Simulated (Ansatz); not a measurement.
# Fe2O3 (Hematite): the cost of one run

Method: DFT PBE+U (U_eff = 4 eV on Fe 3d), scalar-relativistic, plane waves, PAW, in Ansatz 0.2.0.

## Step 1: The structure to begin with

Symmetry: R-3c, No. 167, trigonal system. The conventional cell has a = 5.104 Å, b = 5.104 Å, c = 13.942 Å, α = 90.00°, β = 90.00°, γ = 120.00°. Around Fe (site symmetry 3) lie 6 O at 1.97 to 2.14 Å. Around O (site symmetry 2) lie 4 Fe at 1.97 to 2.14 Å.

Coordinates:

```
CELL_PARAMETERS angstrom
2.55204 1.47342 4.64745
-2.55204 1.47342 4.64745
0.00000 -2.94685 4.64745
ATOMIC_POSITIONS crystal
Fe 0.35533 0.35533 0.35533
Fe 0.14467 0.14467 0.14467
Fe 0.64467 0.64467 0.64467
Fe 0.85533 0.85533 0.85533
O 0.55557 0.94443 0.25000
O 0.25000 0.55557 0.94443
O 0.94443 0.25000 0.55557
O 0.44443 0.05557 0.75000
O 0.75000 0.44443 0.05557
O 0.05557 0.75000 0.44443
```

An earlier run at PBE+U (U_eff = 4 eV on Fe 3d) left this cell at 10.485 Å³/atom and -0.01 GPa (4×4×4 mesh). The large moments point both ways and cancel.

## Step 2: Field gradients and densities at the nuclei

input.yaml reads:

```yaml
crystal:
  lattice:
    - [2.5520435588, 1.4734230357, 4.6474546342]
    - [-2.5520435588, 1.4734230357, 4.6474546342]
    - [0.0, -2.9468460713, 4.6474546342]
  atoms:
    - { symbol: Fe, position: [0.3553279735, 0.3553279735, 0.3553279735], spin: 4.19 }
    - { symbol: Fe, position: [0.1446720238, 0.1446720238, 0.1446720238], spin: -4.19 }
    - { symbol: Fe, position: [0.6446720265, 0.6446720265, 0.6446720265], spin: 4.19 }
    - { symbol: Fe, position: [0.8553279762, 0.8553279762, 0.8553279762], spin: -4.19 }
    - { symbol: O, position: [0.5555685457, 0.9444314618, 0.2499999936] }
    - { symbol: O, position: [0.2499999936, 0.5555685457, 0.9444314618] }
    - { symbol: O, position: [0.9444314618, 0.2499999936, 0.5555685457] }
    - { symbol: O, position: [0.4444314543, 0.0555685382, 0.7500000064] }
    - { symbol: O, position: [0.7500000064, 0.4444314543, 0.0555685382] }
    - { symbol: O, position: [0.0555685382, 0.7500000064, 0.4444314543] }
basis:
  ecutwfc: 420
  ecutrho_ratio: 4
kpoints:
  mp_grid: { grid: [4, 4, 4] }
hamiltonian:
  xc: pbe
  hubbard: { sites: [{ species: Fe, l: d, u_eff: 4.0 }] }
  pseudopotentials: { kind: paw, frozen_core: stored }
scf:
  occupations: { method: gaussian, width: 0.05 }
  lower_state_search: "off"
output:
  forces: true
  stress: true
  eigenvalues: true
  populations: true
  hubbard: { sites: [{ species: Fe, l: d }] }
  efg:
    contact_densities: true
    quadrupole_moments_barn: { O: -0.02558, Fe: 0.16 }
magnetization:
  spin_polarized: true
checkpoint:
  read: start.run
  write: ck
  compress: false
  write_wavefunctions: false
  write_every: 100000
```

It reads its starting density from start.run, saved by an earlier run on this cell.

On the command line:

```
ansatz run input.yaml --threads 4 --pin off --max-ram 10240MiB --backend cpu --events-out ev --progress --plain --runs-dir out
```

**Question.** How long does this run take on 4 threads of Arm Neoverse V1, shared host, and how much memory does it need?

About 4.9 s, with a peak of 0.63 GiB.
